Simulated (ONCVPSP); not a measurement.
**Ho: generating and testing an ONCV potential**

Task: generate the file, and judge it by its errors in other configurations, its logarithmic derivatives, its ghosts and its cutoff.

Method: ONCVPSP 4.0.1, PBEsol, scalar-relativistic.

## 1. Starting point

The settings as typed:

```
element                 : holmium (Ho, Z = 67)
type                    : optimised norm-conserving Vanderbilt (ONCV)
frozen core             : [Kr] 4d10
valence charge          : 21
reference configuration : 4f11 5s2 5p6 6s1 (charge +1)
partial waves           : 5s+6s: rc 2.20 bohr, ncon 5, nbas 10, qcut 5.5 1/bohr, 2 projectors; 5p: rc 1.75 bohr, ncon 4, nbas 7, qcut 9.5 1/bohr, 1 projector; d scattering state at 0.38 Ha: rc 2.40 bohr, ncon 3, nbas 6, qcut 3.4 1/bohr, 2 projectors, debl 3.1 Ha; 4f: rc 0.85 bohr, ncon 4, nbas 9, qcut 17.3 1/bohr, 2 projectors, debl 1.9 Ha
local potential         : polynomial inside 0.70 bohr (lpopt 4, dvloc0 0 Ha)
core correction         : polynomial model core, fcfact 0.55
```

## 2. Generation

Ho.dat

```
# ATOM AND REFERENCE CONFIGURATION
# atsym  z   nc   nv     iexc    psfile
  Ho 67.00    9    4  -116133      upf
#
#   n    l    f
    1    0    2.00
    2    0    2.00
    2    1    6.00
    3    0    2.00
    3    1    6.00
    3    2   10.00
    4    0    2.00
    4    1    6.00
    4    2   10.00
    4    3   11.00
    5    0    2.00
    5    1    6.00
    6    0    1.00
#
# PSEUDOPOTENTIAL AND OPTIMIZATION
# lmax
    3
#
#   l,   rc,      ep,       ncon, nbas, qcut
    0    2.20    0.00    5   10    5.50
    1    1.75    0.00    4    7    9.50
    2    2.40    0.38    3    6    3.40
    3    0.85    0.00    4    9   17.30
#
# LOCAL POTENTIAL
# lloc, lpopt,  rc(5),   dvloc0
    4    4    0.70    0.00
#
# VANDERBILT-KLEINMAN-BYLANDER PROJECTORs
# l, nproj, debl
    0    2    3.00
    1    1    0.80
    2    2    3.10
    3    2    1.90
#
# MODEL CORE CHARGE
# icmod, fcfact, rcfact
    1    0.55    0.00
#
# LOG DERIVATIVE ANALYSIS
# epsh1, epsh2, depsh
   -4.00    5.00    0.02
#
# OUTPUT GRID
# rlmax, drl
    6.00    0.01
#
# TEST CONFIGURATIONS
# ncnf
    4
# nvcnf
#   n    l    f
    4
    4    3   11.00
    5    0    2.00
    5    1    6.00
    6    0    2.00
#
    4
    4    3   11.00
    5    0    2.00
    5    1    6.00
    6    0    0.00
#
    4
    4    3   10.00
    5    0    2.00
    5    1    6.00
    6    0    0.00
#
    5
    4    3   11.00
    5    0    2.00
    5    1    6.00
    6    0    1.00
    5    2    1.00
#
```

Run with:

```sh
$ oncvpsp.x < Ho.dat > Ho.out
```

Q: Predict the outcome of this session. Wanted: cutoffs for 1 and 0.1 mHa per electron, occupied waves; bound ghosts; GHOST(+) flags; largest test error; largest phase difference near zero energy, channels read; rms error of d²Exc/dn², without and with the model core; projector energies reset by the program.

As calculated:

```
                                                quantity                             value
  cutoffs for 1 and 0.1 mHa per electron, occupied waves                 145 Ha and 432 Ha
                                            bound ghosts  s at -271.14 eV, p at -147.16 eV
                                          GHOST(+) flags                        d at 46 eV
                            largest test error (AE − PS)     -60 meV, for 4f10 5s2 5p6 6s0
largest phase difference near zero energy, channels read                         0.002 rad
 rms error of d²Exc/dn², without and with the model core                 6.10 and 1.66 mHa
                 projector energies reset by the program                d: 0.050, 3.150 Ha
```

**Reading.** A bound ghost (s, p) makes it unfit for use: electrons can fall into a state that the atom doesn't have. By total energies transferability is fair: the largest error is 60 meV on 37.7 eV, for 4f10 5s2 5p6 6s0. By its cutoff, 145 Ha for the looser tolerance, it is very hard. The tighter tolerance needs 432 Ha, and converged work needs a cutoff nearer that. At the looser tolerance the 4f wave is the slowest; 5p needs 25 Ha. Near zero energy the phases of the channels with partial waves agree within 0.002 rad. The program also flags highly localised states, GHOST(+) (d).
